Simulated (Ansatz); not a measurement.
# Si3As: the cost of one run

Program: Ansatz 0.2.0. Level of theory: DFT PBE, scalar-relativistic, plane waves, PAW. These are calculated values, not measurements.

### 1 The structure to begin with

It takes space group I4/mmm (No. 139, tetragonal). The conventional cell has a = 4.026 Å, b = 4.026 Å, c = 7.993 Å, α = 90.00°, β = 90.00°, γ = 90.00°. Si (site symmetry -4m2) has 8 Si at 2.84 to 2.85 Å and 4 As at 2.84 Å as nearest neighbours. Si (site symmetry 4/mmm) has 8 Si at 2.84 Å and 4 As at 2.85 Å as nearest neighbours. Around As (site symmetry 4/mmm) lie 12 Si at 2.84 to 2.85 Å.

Coordinates:

```cif
data_structure
_symmetry_space_group_name_H-M 'I4/mmm'
_symmetry_Int_Tables_number 139
_cell_length_a 4.0261
_cell_length_b 4.0261
_cell_length_c 7.9928
_cell_angle_alpha 90.000
_cell_angle_beta 90.000
_cell_angle_gamma 90.000
_cell_volume 129.56
loop_
_atom_site_label
_atom_site_type_symbol
_atom_site_symmetry_multiplicity
_atom_site_Wyckoff_symbol
_atom_site_fract_x
_atom_site_fract_y
_atom_site_fract_z
_atom_site_occupancy
Si1 Si 4 d 0.00000 0.50000 0.25000 1
Si2 Si 2 b 0.50000 0.50000 0.00000 1
As1 As 2 a 0.00000 0.00000 0.00000 1
```

Recipe of the guess: species swapped into a database cell of CdPd3 (I4/mmm, No. 139), with As on the Cd sites and Si on the Pd sites. Lengths come from tabulated atomic sizes and are only a guess.

### 2 The guess as it stands, on a coarse mesh

input.yaml

```yaml
crystal:
  lattice:
    - [-2.01302962, 2.01302962, 3.99638834]
    - [2.01302962, -2.01302962, 3.99638834]
    - [2.01302962, 2.01302962, -3.99638834]
  atoms:
    - { symbol: Si, position: [0.75, 0.25, 0.5] }
    - { symbol: Si, position: [0.25, 0.75, 0.5] }
    - { symbol: Si, position: [0.5, 0.5, 0.0] }
    - { symbol: As, position: [0.0, 0.0, 0.0] }
basis:
  ecutwfc: 420
kpoints:
  mp_grid: { grid: [6, 6, 6] }
hamiltonian:
  xc: pbe
scf:
  occupations: { method: gaussian, width: 0.1 }
  lower_state_search: "off"
output:
  forces: true
  stress: true
  eigenvalues: true
```

Launch:

```
$ ansatz run input.yaml --threads 1 --pin off --max-ram 2560MiB --backend cpu --events-out ev --progress --plain --runs-dir out
```

**Question.** How long does this run take on 1 thread of AMD EPYC 9R45 (Zen 5), shared host, and how much memory does it need?

About 1 s, with a peak of 0.41 GiB.
